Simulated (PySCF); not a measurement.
**The bond of KSi, level by level**

An exercise on one series of results from a longer session: the logs are not shown, and one member is left open.

Computed with PySCF 2.14.0. Level: K x2c-SVPall, Si x2c-SVPall, spin-free X2C with a Gaussian nucleus.

The first run:

The job is set up so:

```json
{"atoms": "K, Si", "charge": "0", "basis": "K x2c-SVPall, Si x2c-SVPall", "Hamiltonian": "spin-free X2C with a Gaussian nucleus", "basis functions": "42", "electrons treated": "33", "masses in u": "38.9637, 27.9769", "levels": "PBE0, PBE, r²SCAN, M06-2X, M06, B2PLYP, HSE06, HF, MP2, SCS-MP2, CCSD, CCSD(T)", "grid": "80 radial by 434 angular points", "occupations": "held fixed by the projection of orbital angular momentum", "dissociation limit": "K + Si, each in its ground configuration", "starting distance in angstrom": "3.060", "values of 2S to try": "1, 3"}
```

Command:

```
> OMP_NUM_THREADS=1 python dia.py task.json out
```

Steps of the session up to this table: Set-up; PBE0 along the bond; Higher solutions at PBE0; PBE; r²SCAN (meta-GGA); M06-2X; M06; B2PLYP; HSE06; UHF (mean field); MP2 and coupled cluster.

One of the session's tables, all rows but one given; the rest of the session is left out.

It belongs to the step «Constants by level of theory». 

| level | Re (Å) | ωe (cm⁻¹) | De (eV) |
| --- | --- | --- | --- |
| UHF | 3.135 | 203.1 | 1.05 |
| UHF-MP2 | 3.096 | 203.1 | 1.30 |
| UHF-SCS-MP2 | 3.102 | 202.7 | 1.19 |
| UHF-CCSD | 3.099 | 202.0 | 1.24 |
| UHF-CCSD(T) | 3.099 | 201.3 | 1.26 |
| PBE | 3.071 | 194.6 | 1.52 |
| r²SCAN | 3.076 | 203.5 | 1.67 |
| PBE0 | 3.056 | 203.7 | 1.51 |
| M06 | 3.018 | 216.5 | 1.63 |
| HSE06 | ? | ? | ? |
| M06-2X | 3.032 | 217.1 | 1.53 |
| B2PLYP | 3.078 | 200.4 | 1.25 |

Q: Estimate the row for HSE06 from the others.

The run gave: Re (Å): 3.056; ωe (cm⁻¹): 202.6; De (eV): 1.50.
